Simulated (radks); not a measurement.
# Polarisabilities and dispersion coefficients of Cu, Cu⁺, Cu²⁺ and others

Aim: static dipole polarisabilities and C6 coefficients, each species in its NIST ground configuration. After each ground state the linear response is solved; its values go to the run's result record, not to the log. Response by self-consistent Sternheimer equations with the Hartree and adiabatic LDA kernel.

Method: non-relativistic Kohn-Sham, LB94 model potential, spin-polarised, spherical densities, point nucleus; open shells are filled with parallel spins first. Code: radks (a radial shooting solver on a logarithmic mesh, Libxc functionals) version 1.

**1. The system**

```
species : Cu ([Ar] 3d10 4s1), Cu⁺ ([Ar] 3d10), Cu²⁺ ([Ar] 3d9), Cu³⁺ ([Ar] 3d8), Cu⁴⁺ ([Ar] 3d7), Cu⁵⁺ ([Ar] 3d6), Cu⁶⁺ ([Ar] 3d5)
```

LB94 adds a gradient term to the LDA potential that gives it a −1/r tail. It is a model potential with no energy functional, so Etot and Exc are not given.

**2. Cu, [Ar] 3d10 4s1**

Settings of this run:

```text
Z 29
configuration [Ar] 3d10 4s1
relativity non-relativistic
functional lda,pw
model_potential LB94
spin polarised
nucleus point
response adiabatic LDA kernel
```

**3. Cu⁺, [Ar] 3d10**

Input: that of step 2 with these lines changed.

```diff
@@ -1,3 +1,3 @@
 Z 29
-configuration [Ar] 3d10 4s1
+configuration [Ar] 3d10
 relativity non-relativistic
```

**4. Cu²⁺, [Ar] 3d9**

Input: that of step 3 with these lines changed.

```diff
@@ -1,3 +1,3 @@
 Z 29
-configuration [Ar] 3d10
+configuration [Ar] 3d9
 relativity non-relativistic
```

**5. Cu³⁺, [Ar] 3d8**

Input: that of step 4 with these lines changed.

```diff
@@ -1,3 +1,3 @@
 Z 29
-configuration [Ar] 3d9
+configuration [Ar] 3d8
 relativity non-relativistic
```

**6. Cu⁴⁺, [Ar] 3d7**

Input: that of step 5 with these lines changed.

```diff
@@ -1,3 +1,3 @@
 Z 29
-configuration [Ar] 3d8
+configuration [Ar] 3d7
 relativity non-relativistic
```

**7. Cu⁵⁺, [Ar] 3d6**

Input: that of step 6 with these lines changed.

```diff
@@ -1,3 +1,3 @@
 Z 29
-configuration [Ar] 3d7
+configuration [Ar] 3d6
 relativity non-relativistic
```

**8. Cu⁶⁺, [Ar] 3d5**

Input: that of step 7 with these lines changed.

```diff
@@ -1,3 +1,3 @@
 Z 29
-configuration [Ar] 3d6
+configuration [Ar] 3d5
 relativity non-relativistic
```

What does the calculation give? Wanted: for each run, species; −ε(HOMO); α; α uncoupled; C6; C8; recommended α.

The runs gave:

```
species  −ε(HOMO) (eV)  α (bohr³)  α uncoupled (bohr³)  C6 (hartree bohr⁶)  C8 (hartree bohr⁸)  recommended α (bohr³)
     Cu          8.839      30.99                44.93               172.9                6771                   46.5
    Cu⁺         21.818      5.731                7.684               18.78               328.1                      -
   Cu²⁺         39.075      2.686                3.396               7.307                   -                      -
   Cu³⁺         59.079      1.523                1.876               3.543                   -                      -
   Cu⁴⁺         81.435     0.9809                1.204               1.982                   -                      -
   Cu⁵⁺         105.88     0.6958               0.8650               1.228                   -                      -
   Cu⁶⁺         137.66     0.5335               0.6795              0.8224                   -                      -
```

Uncoupled leaves out the potential induced by the response; C6 and C8 are for like pairs. Cu is the most polarisable and Cu⁶⁺ the least, a factor 58.1 apart. For the pair Cu–Cu⁶⁺ the Casimir-Polder integral gives C6 = 7.024, the rule 2·Ca·Cb/(Ca·αb/αa + Cb·αa/αb) on the like-pair values 5.603. Against the recommended values (Schwerdtfeger and Nagle, 2023 table) the misses are Cu -33 %. C8 is given only where no p, d or f shell is open. For heavy and open-shell atoms this level can miss by tens of per cent.
